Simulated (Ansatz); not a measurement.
**Molecular dynamics of WC**

The input (input.yaml):

```yaml
accuracy: low
crystal:
  lattice:
    - [-2.90158, -5.025684, 0.0]
    - [4.35237, -2.512842, 0.0]
    - [0.0, 0.0, 5.67734]
  atoms:
    - { symbol: W, position: [0.7722432, 0.53633218, -0.0137756] }
    - { symbol: C, position: [0.52851091, 0.68718046, 0.27992764] }
    - { symbol: W, position: [0.742848, 0.56818437, 0.50491176] }
    - { symbol: C, position: [0.53612984, 0.73024754, 0.78170885] }
    - { symbol: W, position: [0.51745449, 0.02551578, 0.00345617] }
    - { symbol: C, position: [0.25844726, 0.21254968, 0.23903441] }
    - { symbol: W, position: [0.51845281, 0.02565327, 0.45182863] }
    - { symbol: C, position: [0.28760224, 0.19555295, 0.77920368] }
    - { symbol: W, position: [0.2143501, 0.54520468, -0.01187296] }
    - { symbol: C, position: [0.01583214, 0.72744472, 0.26541039] }
    - { symbol: W, position: [0.24894263, 0.56877375, 0.48618048] }
    - { symbol: C, position: [-0.00089316, 0.70297443, 0.75424705] }
    - { symbol: W, position: [-0.00549101, 0.07911845, -0.03764593] }
    - { symbol: C, position: [0.79929983, 0.26484161, 0.25507775] }
    - { symbol: W, position: [0.01445498, 0.05152075, 0.52048971] }
    - { symbol: C, position: [0.72967535, 0.13749811, 0.74526403] }
basis:
  ecutwfc: 420.0
kpoints:
  mp_grid: { grid: [2, 2, 2] }
hamiltonian:
  xc: lda
  pseudopotentials: { kind: paw, azcp: { folder: soft_1 } }
scf:
  occupations: { method: fermi_dirac, width: 0.36 }
  lower_state_search: "off"
md:
  timestep: 0.75
  n_steps: 280
  ensemble: nvt_langevin
  temperature: 3360.0
  initial_velocities: maxwell_boltzmann
  seed: 429255
  friction: 0.02
  temperature_schedule:
    - { n_steps: 210, end_temperature: 300.0 }
    - { n_steps: 70, end_temperature: 300.0 }
```

Command:

```bash
$ ansatz run input.yaml --threads 1 --pin off --max-ram 3072MiB --backend cpu --events-out ev --progress --plain --runs-dir out
```

It goes on from the last frame of an earlier run, with new velocities.

Output, in part (step lines):

```
md step     0: t =     0.00 fs  T =  3150.0 K (target 3360.0 K)  F+E_penalty+E_count = -82984.82763631 eV  E_kin = 6.514704 eV  (9 SCF iters)
md step     1: t =     0.75 fs  T =  3130.7 K (target 3352.7 K)  F+E_penalty+E_count = -82984.92652679 eV  E_kin = 6.474873 eV  (6 SCF iters)
md step     2: t =     1.50 fs  T =  3311.0 K (target 3338.1 K)  F+E_penalty+E_count = -82985.02763422 eV  E_kin = 6.847579 eV  (6 SCF iters)
md step     3: t =     2.25 fs  T =  3478.6 K (target 3323.6 K)  F+E_penalty+E_count = -82985.11010596 eV  E_kin = 7.194383 eV  (6 SCF iters)
md step     4: t =     3.00 fs  T =  3243.2 K (target 3309.0 K)  F+E_penalty+E_count = -82985.19104486 eV  E_kin = 6.707384 eV  (6 SCF iters)
md step     5: t =     3.75 fs  T =  3291.9 K (target 3294.4 K)  F+E_penalty+E_count = -82985.26953514 eV  E_kin = 6.808241 eV  (5 SCF iters)
md step     6: t =     4.50 fs  T =  3293.4 K (target 3279.9 K)  F+E_penalty+E_count = -82985.31957289 eV  E_kin = 6.811289 eV  (5 SCF iters)
md step     7: t =     5.25 fs  T =  3202.5 K (target 3265.3 K)  F+E_penalty+E_count = -82985.35346318 eV  E_kin = 6.623263 eV  (5 SCF iters)
[... lines left out ...]
md step   279: t =   209.25 fs  T =   584.0 K (target 300.0 K)  F+E_penalty+E_count = -82992.44123800 eV  E_kin = 1.207735 eV  (4 SCF iters)
md step   280: t =   210.00 fs  T =   585.9 K (target 300.0 K)  F+E_penalty+E_count = -82992.45249922 eV  E_kin = 1.211753 eV  (6 SCF iters)
```

The steps, from the saved trajectory:

```tsv
time (fs)	T (K)	potential energy less start (eV)
0.0	3150	0.000
6.8	3542	-0.512
13.5	3836	-0.367
20.2	3456	-0.891
27.0	4332	-3.887
33.8	4969	-3.802
40.5	3496	-2.354
47.2	3426	-3.061
54.0	2943	-2.874
60.8	2438	-1.842
67.5	2461	-2.725
74.2	2453	-3.916
81.0	2078	-3.525
87.8	1891	-3.042
94.5	2082	-3.360
101.2	2245	-4.237
108.0	2012	-4.545
114.8	1543	-4.760
121.5	1843	-5.110
128.2	1823	-5.110
135.0	1492	-5.420
141.8	1547	-5.873
148.5	1419	-5.977
155.2	1163	-5.784
162.0	992	-5.946
168.8	1082	-6.667
175.5	844	-6.963
182.2	707	-6.965
189.0	664	-7.239
195.8	672	-7.473
202.5	654	-7.555
209.2	584	-7.614
```

The run went to its last step. The schedule's set-point averaged 557 K over the second half and the system 1206 K, so it lags behind the ramp. A run of 0.21 ps of so small a system gives no equilibrium averages. Limits of this set-up: coarse k mesh, PAW files made for another functional, low accuracy level.

Mean squared displacements from the first frame to the last, about the centre of mass: W 0.05 Å², C 0.08 Å².

Last frame:

```xyz
16
Lattice="-2.9016 -5.0257 0.0000 4.3524 -2.5128 0.0000 0.0000 0.0000 5.6773" Properties=species:S:1:pos:R:3
W 0.227 -5.171 -0.204
C 1.761 -4.350 1.289
W 0.292 -5.113 2.550
C 1.647 -4.372 4.098
W -1.167 -2.715 -0.152
C 0.261 -1.761 1.258
W -1.194 -2.684 2.753
C 0.225 -1.815 4.119
W 1.722 -2.696 -0.196
C 3.092 -1.767 1.184
W 1.703 -2.611 2.580
C 3.173 -1.772 3.942
W 0.265 -0.181 -0.233
C -1.257 -4.308 1.167
W 0.247 -0.143 2.621
C -1.299 -4.340 4.045
```

The run took 19 min on 1 thread of Arm Neoverse V2, with other jobs on the host, peak memory 0.5 GiB.
